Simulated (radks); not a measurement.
# Si⁴⁻ held by a Watson sphere

An exercise on one series of results from a longer session: the logs are not shown, and one member is left open.

Program: radks (a radial shooting solver on a logarithmic mesh, Libxc functionals) version 1. Level of theory: non-relativistic Kohn-Sham, LDA (Slater exchange, Perdew-Wang correlation), spin-polarised, spherical densities, point nucleus. These are calculated values, not measurements, unless marked.

## Starting point

| Quantity | Value |
| --- | --- |
| element | silicon (Z = 14) |
| charge | -4 |
| electrons | 18 |
| configuration | [Ar] |

Outer shells as boxes (Hund's rule):

Si⁴⁻
```
[Ne] core
3s [↑↓]
3p [↑↓][↑↓][↑↓]
```

Set-up of the first run:

Settings of this run:

```text
Z 14
configuration [Ar]
relativity non-relativistic
functional lda,pw
spin polarised
nucleus point
watson charge 4 radius 2.03 bohr
response adiabatic LDA kernel
```

Steps of the session up to this table: R = 2.03 bohr; R = 2.06 bohr; R = 3.02 bohr; R = 3.37 bohr; R = 4.37 bohr; R = 4.39 bohr.

One of the session's tables, all rows but one given; the rest of the session is left out.

```
R (bohr)  highest level (eV)  its <r> (bohr)  sum of <r²> (bohr²)  α (bohr³)
    2.03              -7.955           2.407                53.32      34.26
    2.06              -7.898           2.423                53.94      35.00
    3.02              -6.065           2.946                76.56      72.22
    3.37                   ?               ?                    ?          ?
    4.37              -4.143           3.706                115.8      198.0
    4.39              -4.122           3.717                116.4      200.9
```

Q: Estimate the row for R (bohr) = 3.37 from the others.

Worked estimate for «highest level (eV)». A straight line through the neighbours (3.02, -6.065) and (4.37, -4.143) gives -6.065 + (-4.143 + 6.065) × (3.37 − 3.02) / (4.37 − 3.02) = -5.567; a parabola fitted to 4 rows on both sides gives -5.493.

As computed: highest level (eV): -5.474; its <r> (bohr): 3.139; sum of <r²> (bohr²): 85.89; α (bohr³): 94.37. In «highest level (eV)» the line misses by -0.093 and the parabola by -0.019.

From R = 2.03 to 4.39 bohr the top level moves from -7.955 to -4.122 eV and its mean radius from 2.41 to 3.72 bohr. A wider sphere makes a shallower well, so the ion swells. The polarisability goes from 34.3 to 201 bohr³. Response by self-consistent Sternheimer equations with the Hartree and adiabatic LDA kernel. The sphere does not respond.
